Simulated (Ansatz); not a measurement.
# Hf2SbH5: the cost of one run

Program: Ansatz 0.2.0. Level of theory: DFT PBE, scalar-relativistic, plane waves, PAW. These are calculated values, not measurements.

2 further runs of the same task are left out: 1 that didn't finish, 1 set aside as unsound or not needed.

### 1 The structure to begin with

Symmetry: P4/mmm, No. 123, tetragonal system. The conventional cell has a = 6.089 Å, b = 6.089 Å, c = 4.306 Å, α = 90.00°, β = 90.00°, γ = 90.00°. Hf (site symmetry 4/mmm) is surrounded by 4 H at 2.15 Å and 2 Sb at 2.15 Å. Around Hf (site symmetry 4/mmm) lie 6 H at 2.15 Å. Around Sb (site symmetry 4/mmm) lie 2 Hf at 2.15 Å. Around H (site symmetry 4/mmm) lie 2 Hf at 2.15 Å. H (site symmetry m2m) is surrounded by 2 Hf at 2.15 Å.

As a file:

```xyz
8
Lattice="6.0889 0.0000 0.0000 0.0000 6.0889 0.0000 0.0000 0.0000 4.3055" Properties=species:S:1:pos:R:3 pbc="T T T"
Hf    0.0000    0.0000    0.0000
Hf    3.0445    3.0445    0.0000
Sb    0.0000    0.0000    2.1528
H     3.0445    3.0445    2.1528
H     1.5222    1.5222    0.0000
H     4.5667    4.5667    0.0000
H     1.5222    4.5667    0.0000
H     4.5667    1.5222    0.0000
```

A structure generator made this guess: ordered mixture on the anion sites of rhenium trioxide (P4/mmm, No. 123). Lengths come from tabulated atomic sizes and are only a guess.

### 2 A first look at the guess

The input, input.yaml:

```yaml
crystal:
  lattice:
    - [6.08891053, 0.0, 0.0]
    - [0.0, 6.08891053, 0.0]
    - [0.0, 0.0, 4.30550993]
  atoms:
    - { symbol: Hf, position: [0.0, 0.0, 0.0] }
    - { symbol: Hf, position: [0.5, 0.5, 0.0] }
    - { symbol: Sb, position: [0.0, 0.0, 0.5] }
    - { symbol: H, position: [0.5, 0.5, 0.5] }
    - { symbol: H, position: [0.25, 0.25, 0.0] }
    - { symbol: H, position: [0.75, 0.75, 0.0] }
    - { symbol: H, position: [0.25, 0.75, 0.0] }
    - { symbol: H, position: [0.75, 0.25, 0.0] }
basis:
  ecutwfc: 420
kpoints:
  mp_grid: { grid: [4, 4, 4] }
hamiltonian:
  xc: pbe
scf:
  occupations: { method: gaussian, width: 0.1 }
  lower_state_search: "off"
output:
  forces: true
  stress: true
  eigenvalues: true
```

Command:

```
> ansatz run input.yaml --threads 1 --pin off --max-ram 2048MiB --backend cpu --events-out ev --progress --plain --runs-dir out
```

What time and memory should one allow on 1 thread of Intel Xeon Platinum 8175M at 2.50GHz (Skylake/Cascade Lake), shared host?

About 9.5 s, with a peak of 0.51 GiB.
